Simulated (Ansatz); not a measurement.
# Al3Cu2: the cost of one run

Method: DFT LDA, scalar-relativistic, plane waves, PAW, in Ansatz 0.2.0.

10 further runs of the same task are left out: 10 set aside as unsound or not needed.

## Step 1: The structure to begin with

The structure is trigonal, space group P-3m1 (No. 164). Conventional cell: a = 4.056 Å, b = 4.056 Å, c = 4.932 Å, α = 90.00°, β = 90.00°, γ = 120.00°. Al (site symmetry -3m) is surrounded by 6 Cu at 2.47 Å. Al (site symmetry 3m) has 5 Cu at 2.42 to 2.53 Å and 3 Al at 2.77 Å as nearest neighbours. Cu (site symmetry 3m) has 8 Al at 2.42 to 2.53 Å as nearest neighbours.

Structure file:

```
Al Cu
1.0
     4.05572    0.00000    0.00000
    -2.02786    3.51235    0.00000
     0.00000    0.00000    4.93155
Al Cu
3 2
Direct
  0.00000 0.00000 0.00000
  0.33333 0.66667 0.35089
  0.66667 0.33333 0.64911
  0.33333 0.66667 0.84159
  0.66667 0.33333 0.15841
```

It goes back to an entry of the Materials Project, which need not be the stable form.

It is the result of an earlier relaxation at this level (volume 14.05 Å³/atom; gap on the mesh: none (metal)).

## Step 2: Plan of the line

The energy is mapped over a normal mode and a strain (zone-centre modes of the cell shown) (x along [1 0 0], y along [1 2 0], z along [0 0 1] of the conventional cell).

- amplitude of mode 4 (128 cm⁻¹), largest displacement in the unstrained cell: 11 values from −0.206 to 0.206 Å
- strain +e along z and -e/2 along x and y: 7 values from −7.00 to 7.00 %

Nothing else is relaxed (the pattern is fixed in fractional coordinates). Energies count from the relaxed high-symmetry cell. Points are written as (first, second).

The modes come from a phonon run on the reference cell, made beforehand.

Displacement patterns for an amplitude of 1 (Å):

```csv
atom,x1,y1,z1
Al1,0.000,0.000,0.000
Al2,-0.602,0.000,0.000
Al3,0.602,0.000,0.000
Cu4,1.000,0.000,0.000
Cu5,-1.000,0.000,0.000
```

## Step 3: Point (0.000 Å, −7.00 %)

The input, input.yaml:

```yaml
crystal:
  lattice:
    - [4.1976658029, 0.0, 0.0]
    - [-2.0988329014, 3.6352852219, 0.0]
    - [0.0, 0.0, 4.5863396035]
  atoms:
    - { symbol: Al, position: [0.0, 0.0, 0.0] }
    - { symbol: Al, position: [0.3333333333, 0.6666666667, 0.3508928116] }
    - { symbol: Al, position: [0.6666666667, 0.3333333333, 0.6491071884] }
    - { symbol: Cu, position: [0.3333333333, 0.6666666667, 0.841587066] }
    - { symbol: Cu, position: [0.6666666667, 0.3333333333, 0.158412934] }
basis:
  ecutwfc: 520.0
kpoints:
  mp_grid: { grid: [12, 12, 8] }
hamiltonian:
  xc: lda
  pseudopotentials: { kind: paw, azcp: { folder: soft_1 } }
scf:
  occupations: { method: gaussian, width: 0.15 }
output:
  forces: true
  stress: true
  eigenvalues: true
  write_density: true
  write_potential: true
  elf: true
  volumetric_format: npy
```

Launch:

```sh
$ ansatz run input.yaml --threads 4 --pin off --max-ram 8192MiB --backend cpu --events-out ev --progress --plain --runs-dir out
```

**Question.** How long does this run take on 4 threads of AMD EPYC 7R43 (Zen 3), shared host, and how much memory does it need?

About 8 s, with a peak of 0.6 GiB.
